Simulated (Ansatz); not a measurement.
# GeH4: the cost of one run

Method: PBE0-D4/def2-TZVP structures, single points in def2-TZVPP, no counterpoise correction; program: Ansatz 0.2.0, Gaussian basis.

Levels: SPW92, PBE-D4, BLYP-D4, r2SCAN-D4, B97M-V, PBE0-D4, B3LYP-D4, r2SCAN0-D4, BHLYP-D4, CAM-B3LYP-D4, wB97X-V, wB97M-V, B2PLYP, PBE-QIDH, RPA on PBE, Hartree-Fock, MP2, CCSD, CCSD(T).

Cores are frozen in the correlated methods. Filled d shells of the heavier atoms are correlated. B3LYP uses VWN-RPA correlation. B2PLYP carries no dispersion term here.

113 further runs of the same task are left out: 113 set aside as unsound or not needed.

## Step 1: The system as given

The complex: 12 atoms, charge 0, spin multiplicity 1.

Atoms are counted from 1 here; the program's logs count them from 0.

Bond lengths: Ge1–H2 1.535 Å, Ge1–H3 1.529 Å, Ge1–H4 1.534 Å, Ge1–H5 1.544 Å, H6–O7 0.978 Å, O7–H10 0.959 Å, H8–N9 1.013 Å, N9–H11 1.013 Å, N9–H12 1.013 Å. Angles: H2–Ge1–H3 111.1°, H2–Ge1–H4 110.2°, H2–Ge1–H5 107.5°, H3–Ge1–H4 111.4°, H3–Ge1–H5 108.8°, H4–Ge1–H5 107.7°, H6–O7–H10 105.7°, H8–N9–H11 107.4°, H8–N9–H12 107.4°, H11–N9–H12 107.6°.

Coordinates:

```
Ge   -0.99770    0.44450   -1.81320
H     0.35511   -0.26088   -1.64520
H    -2.14716   -0.56307   -1.82398
H    -1.18672    1.49686   -0.71321
H    -0.97166    1.18350   -3.16891
H    -0.11693   -0.70354    1.20571
O    -0.98335   -1.06219    0.92674
H     1.91776    0.11354    0.42736
N     1.65438   -0.04210    1.39354
H    -1.62289   -0.70339    1.54422
H     2.29292   -0.72932    1.77497
H     1.80625    0.82608    1.89193
```

Its parts: GeH₄ holds atoms 1, 2, 3, 4, 5; H₂O holds atoms 6, 7, 10; NH₃ holds atoms 8, 9, 11, 12. Each part counts its atoms afresh in its own runs.

## Step 2: Relaxing GeH₄ alone

File relax-a/in.yaml:

```yaml
crystal:
  periodic: [false, false, false]
  atoms:
    - {symbol: Ge, position_ang: [-0.997700, 0.444502, -1.813196]}
    - {symbol: H, position_ang: [0.355106, -0.260876, -1.645199]}
    - {symbol: H, position_ang: [-2.147159, -0.563073, -1.823981]}
    - {symbol: H, position_ang: [-1.186718, 1.496859, -0.713206]}
    - {symbol: H, position_ang: [-0.971664, 1.183503, -3.168908]}
basis:
  gaussian: {orbitals: def2-TZVP}
hamiltonian: {xc: pbe0, dispersion: d4}
relax: {f_tol: 0.005, max_steps: 200}
```

Run with:

```sh
> ansatz run in.yaml --threads 4 --pin off --events-out ev --progress --plain --max-ram 9574MiB
```

**Question.** How long does this run take on 4 threads of Arm Neoverse V1, shared host?

About 1.9 s.
